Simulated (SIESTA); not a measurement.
Crystal: CsLiCr2Te2S3.

```xyz
9
Lattice="3.6036 0.0000 0.0000 -1.8018 3.1208 0.0000 0.0000 0.0000 19.0665" Properties=species:S:1:pos:R:3 pbc="T T T"
Cs    0.0000    0.0000    7.1307
Li    1.8018    1.0403    0.3064
Cr    0.0000    0.0000   16.5187
Cr    0.0000    2.0805    3.2095
Te    0.0000    2.0805   10.2751
Te    1.8018    1.0403   14.7338
S     0.0000    0.0000    1.9124
S     0.0000    2.0805   17.7166
S     1.8018    1.0403    4.4631
```

The cell was built by a generator and needn't be a form met in nature.

Base run:

* Program: SIESTA 5.4.2
* Functional: RPBE
* Potentials or basis: PseudoDojo 0.4 standard (PBE files)
* Basis: DZP (energy shift 0.003 Ry; two zetas on semicore shells; d shell added on Cs)
* Grid cutoff: 800 Ry
* Energy shift: 0.003 Ry
* k mesh: 9 × 9 × 2
* Occupations: fermi-dirac, width 0.05 eV
* Spin: collinear spin, ferromagnetic start
* Starting moments: [0.0, 0.0, 3.0, 3.0, 0.0, 0.0, 0.0, 0.0, 0.0] μB

Its results: band gap on the k mesh none (metal or under the smearing width); pressure 2.6 GPa; net moment 5.66 μB per cell; site moments Cs -0.02; Li -0.07; Cr +3.23, +3.32; Te -0.01, -0.41; S -0.12, -0.13, -0.15 μB; largest force 0.387 eV/Å.

Task: After a change of settings the same cell gave: band gap on the k mesh none (metal or under the smearing width); pressure 0.6 GPa; net moment 5.65 μB per cell; site moments Cs -0.02; Li -0.06; Cr +3.20, +3.30; Te -0.01, -0.39; S -0.11, -0.12, -0.14 μB; largest force 0.218 eV/Å. Which change was it?
A. functional from RPBE to PBEsol; potentials or basis from PseudoDojo 0.4 standard (PBE files) to PseudoDojo 0.4 standard (PBEsol files)
B. functional from RPBE to AM05; potentials or basis from PseudoDojo 0.4 standard (PBE files) to PseudoDojo 0.4 standard (PBEsol files)
C. functional from RPBE to PBE
D. functional from RPBE to LDA; potentials or basis from PseudoDojo 0.4 standard (PBE files) to PseudoDojo 0.4 standard (LDA files)

Result: C.

PBE binds more tightly than RPBE, so the same cell stands under less pressure.

Caveats: spin-orbit coupling is left out, which moves the levels of the heavy elements; the basis of atomic orbitals isn't converged, which shifts pressures, moduli and gaps; only a ferromagnetic start was run, and an antiferromagnetic order may lie lower in energy; the potentials were made for another functional, which shifts forces and pressure (some runs).
